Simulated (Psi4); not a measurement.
# One shape, several levels: GaF (SMILES [F][Ga])

We compute a comparison of 6 runs (HF/3-21G, HF/6-31G*, PBE0/def2-SVP, BLYP/def2-TZVP, CCSD(T)/6-31G**) of GaF. 

Program for the calculation: Psi4 1.11.

2 further runs of the same task are left out: 2 for a known fault of the program.

## 1. The structure to begin with

GaF has 2 atoms, charge 0, and is taken as a singlet. As SMILES, `[F][Ga]`. The shape comes from GFN2-xTB, which is rough for such elements, and wasn't checked as a minimum.

Bond lengths: F1–Ga2 1.799 Å.

## 2. Energy and forces at HF/3-21G (run 1)

File input.in:

```
memory 1600 mb

molecule {
  0 1
  F      0.000000     0.000000     0.000000
  Ga     0.000000     0.000000     1.799150
  symmetry c1
  no_reorient
  no_com
}

set puream true
set e_convergence 1e-09
set d_convergence 1e-08
set scf_type pk

result, w = gradient("scf/3-21G", return_wfn=True)
```

Run with:

```bash
psi4 -n 1 input.in input.out
```

input.out:

```text
[...]
  Running in c1 symmetry.
[...]
  Nuclear repulsion =   82.061218784942895
[...]
  Multiplicity = 1
[...]
  Nalpha       = 20
  Nbeta        = 20
[...]
    Number of basis functions: 31
[...]
   @RHF iter   1: -2012.60377595465502   -5.02232e+00   1.84297e-02 DIIS/ADIIS
[...]
   @RHF iter  10: -2012.79024736259885    1.13687e-12   1.82216e-09 DIIS
[...]
  @RHF Final Energy: -2012.79024736259885
   => Energetics <=
    Nuclear Repulsion Energy =             82.0612187849428949
    One-Electron Energy =               -2979.2460883276930872
    Two-Electron Energy =                 884.3946221801514866
    Total Energy =                      -2012.7902473625986204
[...]
 Multipole Moments:
 ------------------------------------------------------------------------------------
     Multipole            Electronic (a.u.)      Nuclear  (a.u.)        Total (a.u.)
 ------------------------------------------------------------------------------------
 L = 1.  Multiply by 2.5417464519 to convert [e a0] to [Debye]
 Dipole X            :         -0.0000000            0.0000000           -0.0000000
 Dipole Y            :          0.0000000            0.0000000            0.0000000
 Dipole Z            :       -104.6968610          105.3969235            0.7000625
 Magnitude           :                                                    0.7000625
[...]
  -Total Gradient:
     Atom            X                  Y                   Z
    ------   -----------------  -----------------  -----------------
       1       -0.000000000000     0.000000000000    -0.050881496026
       2        0.000000000000    -0.000000000000     0.050881496393
[...]
```

It took 3.3 s on 1 thread of Intel Xeon Platinum 8259CL at 2.50GHz (Skylake/Cascade Lake), shared host; peak memory 0.2 GiB.

## 3. Energy and gradient at HF/6-31G(d) (spherical functions) (run 2)

File calc.in:

```
memory 1600 MB

molecule m {
  0 1
  F      0.000000     0.000000     0.000000
  Ga     0.000000     0.000000     1.799150
  units angstrom
  symmetry c1
}

set globals {
  basis 6-31G*
  puream true
  e_convergence 1e-09
  d_convergence 1e-08
  scf_type pk
}

e, wfn = gradient("scf", return_wfn=True)
oeprop(wfn, "MULLIKEN_CHARGES", "DIPOLE", "QUADRUPOLE")
```

Run with:

```bash
psi4 -n 1 calc.in calc.out
```

calc.out:

```text
[...]
  Running in c1 symmetry.
[...]
  Nuclear repulsion =   82.061218784942895
[...]
  Multiplicity = 1
[...]
  Nalpha       = 20
  Nbeta        = 20
[...]
    Number of basis functions: 46
[...]
   @RHF iter   1: -2021.26024432013060   -3.82095e+00   5.37954e-02 ADIIS/DIIS
[...]
   @RHF iter  11: -2022.45804592186892   -6.82121e-13   3.75155e-09 DIIS
[...]
    Orbital Energies [Eh]
    ---------------------
    Doubly Occupied:
       1A   -378.846740     2A    -48.222220     3A    -42.551501
       4A    -42.551501     5A    -42.549680     6A    -26.210543
       7A     -6.431800     8A     -4.521389     9A     -4.521389
      10A     -4.516029    11A     -1.483872    12A     -1.210667
      13A     -1.210667    14A     -1.205994    15A     -1.205994
      16A     -1.201747    17A     -0.618880    18A     -0.563639
      19A     -0.563639    20A     -0.365879
[...]
  @RHF Final Energy: -2022.45804592186892
   => Energetics <=
    Nuclear Repulsion Energy =             82.0612187849428949
    One-Electron Energy =               -2987.9309903785588176
    Two-Electron Energy =                 883.4117256717470354
    Total Energy =                      -2022.4580459218689157
[...]
  -Total Gradient:
     Atom            X                  Y                   Z
    ------   -----------------  -----------------  -----------------
       1        0.000000000000     0.000000000000    -0.016714216464
       2       -0.000000000000    -0.000000000000     0.016714216427
[...]
  Mulliken Charges: (a.u.)
   Center  Symbol    Alpha    Beta     Spin     Total
       1     F     4.80373  4.80373  0.00000 -0.60746
       2    GA    15.19627 15.19627  0.00000  0.60746
   Total alpha = 20.00000, Total beta = 20.00000, Total charge =  0.00000
    Psi4 run time: 0:00:03.49
```

Run time: 6 s. Hardware: 1 thread of Intel Xeon Platinum 8259CL at 2.50GHz (Skylake/Cascade Lake), shared host; peak memory 0.21 GiB.

Run 3 isn't shown in full; the table further down has it.

## 4. The energy at BLYP/def2-TZVP (run 4)

File fga.inp:

```
memory 1600 mb

molecule {
  0 1
  F      0.000000     0.000000     0.000000
  Ga     0.000000     0.000000     1.799150
  symmetry c1
}

set reference rks
set puream true
set e_convergence 1e-09
set d_convergence 1e-08
set scf_type pk
set dft_radial_points 99
set dft_spherical_points 590

E, wfn = energy('blyp/def2-TZVP', return_wfn=True)
oeprop(wfn, 'LOWDIN_CHARGES', 'WIBERG_LOWDIN_INDICES', 'QUADRUPOLE')
```

Run with:

```bash
psi4 -i fga.inp -o fga.out -n 1
```

fga.out:

```text
[...]
  Running in c1 symmetry.
[...]
  Nuclear repulsion =   82.061218784942895
[...]
  Multiplicity = 1
[...]
  Nalpha       = 20
  Nbeta        = 20
[...]
    Number of basis functions: 79
[...]
   @RKS iter   1: -2022.98284613589931   -1.52059e+00   4.16597e-02 DIIS/ADIIS
[...]
   @RKS iter  12: -2024.87597259771837   -5.22959e-12   5.02029e-09 DIIS
[...]
  @RKS Final Energy: -2024.87597259771837
   => Energetics <=
    Nuclear Repulsion Energy =             82.0612187849428949
    One-Electron Energy =               -2987.2221060241554369
    Two-Electron Energy =                 965.8517753078693886
    DFT Exchange-Correlation Energy =     -85.5668606663752485
    Empirical Dispersion Energy =           0.0000000000000000
    VV10 Nonlocal Energy =                  0.0000000000000000
    Total Energy =                      -2024.8759725977183734
[...]
 Multipole Moments:
 ------------------------------------------------------------------------------------
     Multipole            Electronic (a.u.)      Nuclear  (a.u.)        Total (a.u.)
 ------------------------------------------------------------------------------------
 L = 1.  Multiply by 2.5417464519 to convert [e a0] to [Debye]
 Dipole X            :          0.0000000            0.0000000            0.0000000
 Dipole Y            :          0.0000000            0.0000000            0.0000000
 Dipole Z            :          2.0952961           -1.2134090            0.8818871
 Magnitude           :                                                    0.8818871
 L = 2.  Multiply by 1.3450342976 to convert [e a0^2] to [Debye ang]
 Quadrupole XX       :        -14.2408595            0.0000000          -14.2408595
 Quadrupole XY       :          0.0000000            0.0000000            0.0000000
[...]
```

It took 8.4 s on 1 thread of Intel Xeon Platinum 8259CL at 2.50GHz (Skylake/Cascade Lake), shared host; peak memory 0.52 GiB.

Run 5 isn't shown in full; the table further down has it.

## 5. A single-point energy at CCSD(T)/6-31G(d,p) (DKH2, Cholesky decomposition, Cholesky for correlation, Cartesian functions) (run 6)

File fga.xyz:

```xyz
2
FGa
F      0.000000     0.000000     0.000000
Ga     0.000000     0.000000     1.799150
```

File fga.py:

```python
import psi4

psi4.set_memory(1600000000)
psi4.set_num_threads(1)
psi4.core.set_output_file('output.dat', False)

with open('fga.xyz') as f:
    atoms = ''.join(f.readlines()[2:])
geom = psi4.geometry('0 1\n' + atoms + 'symmetry c1')

psi4.set_options({
    'basis': '6-31G**',
    'freeze_core': True,
    'scf_type': 'cd',
    'cc_type': 'cd',
    'relativistic': 'dkh',
    'dkh_order': 2,
})

energy_value, wavefunction = psi4.energy('ccsd(t)', return_wfn=True)
print(f'ccsd(t) energy: {energy_value:.10f} Eh')
```

Run with:

```bash
python fga.py
```

output.dat:

```text
[...]
  Running in c1 symmetry.
[...]
  Nuclear repulsion =   82.061218784942895
[...]
  Multiplicity = 1
[...]
  Nalpha       = 20
  Nbeta        = 20
[...]
    Number of basis functions: 50
[...]
   @RHF iter   1: -2035.68602569779841   -3.83885e+00   5.39441e-02 ADIIS/DIIS
[...]
   @RHF iter  11: -2037.07963197237882   -4.54747e-13   5.47632e-09 DIIS
[...]
  @RHF Final Energy: -2037.07963197237882
   => Energetics <=
    Nuclear Repulsion Energy =             82.0612187849428949
    One-Electron Energy =               -3004.3809712990500884
    Two-Electron Energy =                 885.2401205417284018
    Total Energy =                      -2037.0796319723788201
[...]
 Multipole Moments:
 ------------------------------------------------------------------------------------
     Multipole            Electronic (a.u.)      Nuclear  (a.u.)        Total (a.u.)
 ------------------------------------------------------------------------------------
 L = 1.  Multiply by 2.5417464519 to convert [e a0] to [Debye]
 Dipole X            :         -0.0000000            0.0000000           -0.0000000
 Dipole Y            :          0.0000000            0.0000000            0.0000000
 Dipole Z            :          2.0881991           -1.2134090            0.8747901
 Magnitude           :                                                    0.8747901
[...]
      * MP2 total energy:                 -2037.492198912862
[...]
      * CCSD total energy:                -2037.481809771287
[...]
      * CCSD(T) total energy               -2037.490535896150
[...]
```

On the terminal:

```text
ccsd(t) energy: -2037.4905358961 Eh
```

Wall time 5.4 s (1 thread of Intel Xeon Platinum 8259CL at 2.50GHz (Skylake/Cascade Lake), shared host); peak memory 0.21 GiB.

## 6. All runs side by side

| run | level | integration grid | task | energy (Eh) | dipole moment (D) | HOMO energy (eV) | LUMO energy (eV) | wall time |
| --- | --- | --- | --- | --- | --- | --- | --- | --- |
| 1 | HF/3-21G | – | gradient | -2012.790247 | 1.78 | -9.40 | 1.25 | 3.3 s |
| 2 | HF/6-31G* (spherical functions) | – | gradient | -2022.458046 | 2.14 | -9.96 | 1.09 | 6 s |
| 3 | PBE0/def2-SVP | 99 radial × 590 angular | gradient | -2024.072195 | 2.00 | -7.73 | -1.31 | 8.4 s |
| 4 | BLYP/def2-TZVP | 99 radial × 590 angular | energy | -2024.875973 | 2.24 | -6.69 | -2.07 | 8.4 s |
| 5 | CCSD(T)/6-31G** (Cholesky decomposition, Cholesky for correlation, Cartesian functions) | – | energy | -2022.869007 | – | -9.95 | 1.09 | 5.4 s |
| 6 | CCSD(T)/6-31G** (DKH2, Cholesky decomposition, Cholesky for correlation, Cartesian functions) | – | energy | -2037.490536 | – | -10.09 | 1.11 | 5.4 s |

## 7. Results

| quantity | value |
| --- | --- |
| run 6: total energy | -2037.49054 Eh |
| run 6: HOMO energy (Hartree–Fock orbitals) | -10.09 eV |
| run 6: LUMO energy (Hartree–Fock orbitals) | 1.11 eV |
| run 6: HOMO–LUMO gap (Hartree–Fock orbitals) | 11.20 eV |
| run 6: correlation energy (10 core orbitals frozen) | -410.9 mEh |
| run 6: (T) correction | -8.73 mEh |
| run 6: T1 diagnostic | 0.017 |

In words: Over runs 1, 2, 3, 4 the dipole moment (its size) runs from 1.78 D (HF/3-21G) to 2.24 D (BLYP/def2-TZVP). The two ends differ in method and basis. Over runs 1, 2, 3, 4 the HOMO–LUMO gap runs from 4.61 eV (BLYP/def2-TZVP) to 11.04 eV (HF/6-31G*). Totals of different functionals can't be ranked against each other. Some runs of one species differ in core potentials or relativity; totals across that change don't compare. All runs together took 37 s, the longest 8.4 s.
